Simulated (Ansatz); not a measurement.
# CH7ClOSi2: small, medium and large basis sets

The task here is to estimate one member of a computed series from the others.

Program: Ansatz 0.2.0, Gaussian basis. Level of theory: one geometry, several basis sets. These are calculated values, not measurements.

Levels to be run: PBE0-D4/def2-SVP; ωB97M-V/def2-SVP; PBE0-D4/def2-QZVPP; ωB97M-V/def2-QZVPP; the functionals' def2-TZVPP values are taken from earlier runs.

## The geometry

The geometry comes from an earlier relaxation with PBE0-D4 in a triple-zeta def2 set; it is a stationary point, not always the lowest conformer.

SMILES `C[Si](O)([SiH3])Cl`, 12 atoms, charge 0, spin multiplicity 1.

Atoms are counted from 1 here; the program's logs count them from 0.

Bond lengths: C1–Si2 1.859 Å, C1–H6 1.092 Å, C1–H7 1.093 Å, C1–H8 1.093 Å, Si2–O3 1.642 Å, Si2–Si4 2.338 Å, Si2–Cl5 2.077 Å, O3–H9 0.959 Å, Si4–H10 1.488 Å, Si4–H11 1.488 Å, Si4–H12 1.485 Å. Angles: Si2–C1–H6 110.6°, Si2–C1–H7 110.7°, Si2–C1–H8 110.3°, H6–C1–H7 108.0°, H6–C1–H8 108.6°, H7–C1–H8 108.5°, C1–Si2–O3 112.3°, C1–Si2–Si4 114.8°, C1–Si2–Cl5 106.4°, O3–Si2–Si4 106.3°, O3–Si2–Cl5 109.1°, Si4–Si2–Cl5 107.8°, Si2–O3–H9 118.4°, Si2–Si4–H10 110.5°, Si2–Si4–H11 109.0°, Si2–Si4–H12 110.2°, H10–Si4–H11 108.5°, H10–Si4–H12 109.3° and more.

The first run:

in.yaml

```yaml
crystal:
  periodic: [false, false, false]
  atoms:
    - {symbol: C, position_ang: [-1.213070, 1.191472, -0.342298]}
    - {symbol: Si, position_ang: [0.423960, 0.319900, -0.219634]}
    - {symbol: O, position_ang: [1.028181, -0.081370, -1.693157]}
    - {symbol: Si, position_ang: [0.391586, -1.651662, 1.036616]}
    - {symbol: Cl, position_ang: [1.724413, 1.644455, 0.711995]}
    - {symbol: H, position_ang: [-1.591917, 1.439819, 0.651701]}
    - {symbol: H, position_ang: [-1.114276, 2.122019, -0.907864]}
    - {symbol: H, position_ang: [-1.945638, 0.555086, -0.845308]}
    - {symbol: H, position_ang: [1.239001, 0.625037, -2.306999]}
    - {symbol: H, position_ang: [-0.513507, -2.653856, 0.410873]}
    - {symbol: H, position_ang: [-0.112418, -1.346651, 2.402862]}
    - {symbol: H, position_ang: [1.760685, -2.219548, 1.135212]}
basis:
  gaussian: {orbitals: def2-SVP}
hamiltonian: {xc: pbe0, dispersion: d4}
output: {orbitals: {seedname: orbitals}}
```

Among the steps run: PBE0-D4 in def2-SVP; ωB97M-V in def2-SVP; PBE0-D4 in def2-QZVPP; ωB97M-V in def2-QZVPP.

One of the session's tables, all rows but one given; the rest of the session is left out.

It belongs to the step «Functionals by basis». 

```
functional       basis  HOMO (eV)  LUMO (eV)
   PBE0-D4    def2-SVP      -7.84       0.39
   PBE0-D4  def2-TZVPP      -7.92       0.05
   PBE0-D4  def2-QZVPP      -7.95      -0.09
   ωB97M-V    def2-SVP          ?          ?
   ωB97M-V  def2-TZVPP      -9.98       1.77
   ωB97M-V  def2-QZVPP     -10.01       1.31
```

Estimate the missing values for ωB97M-V, def2-SVP.

The run gave: HOMO (eV): -9.86; LUMO (eV): 2.28. In the column «HOMO (eV)» it lies between ωB97M-V, def2-TZVPP (-9.98) and PBE0-D4, def2-QZVPP (-7.95).
